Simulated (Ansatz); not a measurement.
Below is the output of a Python script on the Ansatz DFT code, driven from Python that makes a ladder of methods at one geometry of FH₇SSi₃, SMILES F[SiH2]S[SiH2][SiH3]. Write a script that gives it. Settings (for the species named): PBE0, cc-pVDZ basis, multiplicity 1. The script varies functional: pbe0, revpbe, lda, cam_b3lyp.

| atom | x (Å) | y (Å) | z (Å) |
| --- | --- | --- | --- |
| F | -2.5241 | -0.1990 | 0.1463 |
| Si | -1.8163 | 1.2512 | 0.1621 |
| S | -0.4811 | 1.3613 | -1.4877 |
| Si | 0.5139 | -0.5574 | -1.1841 |
| Si | 1.6515 | -0.7991 | 0.7573 |
| H | -2.7970 | 2.3727 | 0.0541 |
| H | -1.0214 | 1.3770 | 1.4306 |
| H | -0.5746 | -1.5929 | -1.2926 |
| H | 1.3626 | -0.7655 | -2.2874 |
| H | 0.7554 | -0.6223 | 1.9747 |
| H | 2.7033 | 0.2452 | 0.8828 |
| H | 2.3049 | -2.1263 | 0.8778 |

```console
$ python methods_fh7ssi3.py
functional    E (Ha)        dipole (D)   HOMO (eV)  LUMO (eV)
pbe0         -1370.200689     0.853      -7.492     -0.623
revpbe       -1370.506160     0.735      -6.261     -1.348
lda          -1365.240836     0.791      -6.344     -1.612
cam_b3lyp    -1370.792454     0.853      -8.694      0.552
```

The script that was run (others could print the same):

`methods_fh7ssi3.py`
```python
from pathlib import Path
import warnings

import ansatz as az
import numpy as np

warnings.simplefilter('ignore', az.DeckWarning)

geometry_ang = [
    ('F', [-2.5241, -0.199, 0.1463]),
    ('Si', [-1.8163, 1.2512, 0.1621]),
    ('S', [-0.4811, 1.3613, -1.4877]),
    ('Si', [0.5139, -0.5574, -1.1841]),
    ('Si', [1.6515, -0.7991, 0.7573]),
    ('H', [-2.797, 2.3727, 0.0541]),
    ('H', [-1.0214, 1.377, 1.4306]),
    ('H', [-0.5746, -1.5929, -1.2926]),
    ('H', [1.3626, -0.7655, -2.2874]),
    ('H', [0.7554, -0.6223, 1.9747]),
    ('H', [2.7033, 0.2452, 0.8828]),
    ('H', [2.3049, -2.1263, 0.8778]),
]
fh7ssi3 = az.Crystal.molecule()
for symbol, xyz in geometry_ang:
    fh7ssi3 = fh7ssi3.atom(symbol, xyz)

calc = (
    fh7ssi3.calculation()
    .basis(gaussian='cc-pVDZ')
    .accuracy('medium')
)

print('functional    E (Ha)        dipole (D)   HOMO (eV)  LUMO (eV)')
for name in ['pbe0', 'revpbe', 'lda', 'cam_b3lyp']:
    data = calc.functional(name).forces().orbitals().run(threads=1, backend='cpu', runs_dir='runs').report
    lines = Path(data['orbitals_path']).read_text().splitlines()
    field_of = lambda key: [line.split('=')[1].strip() for line in lines if line.startswith(key)]
    orbitals = [(27.211386 * float(e), s, float(n)) for e, s, n in zip(field_of('Ene='), field_of('Spin='), field_of('Occup='))]
    homo = max(e for e, _, n in orbitals if n > 0.5)
    lumo = min(e for e, _, n in orbitals if n < 0.5)
    dipole = 4.803205 * np.linalg.norm(data['charge_distribution']['dipole_moment_e_ang'])
    print(f'{name:10s} {data["free_energy_ev"] / 27.211386246:14.6f} {dipole:9.3f} {homo:11.3f} {lumo:10.3f}')
```

Reading the output:
- The settings weren't tested for convergence.
- The geometry is a force-field or estimated start, not a minimum of this method, and the basis set is short of its limit. A lower total doesn't mark the better method: functionals have no common bound, and MP2 and coupled cluster aren't variational.
- Levels such as HOMO and LUMO are orbital energies: with these approximate functionals they aren't the ionisation energy and electron affinity, and their gap isn't the fundamental gap.
- For Al to Cl the sets with a tight d function, cc-pV(X+d)Z, are usual.
- Run time: 31 s on 1 thread of Arm Neoverse V2, on a shared host, peak memory 0.44 GiB.

(Lines on the test bed's own set-up are left out of the output.)
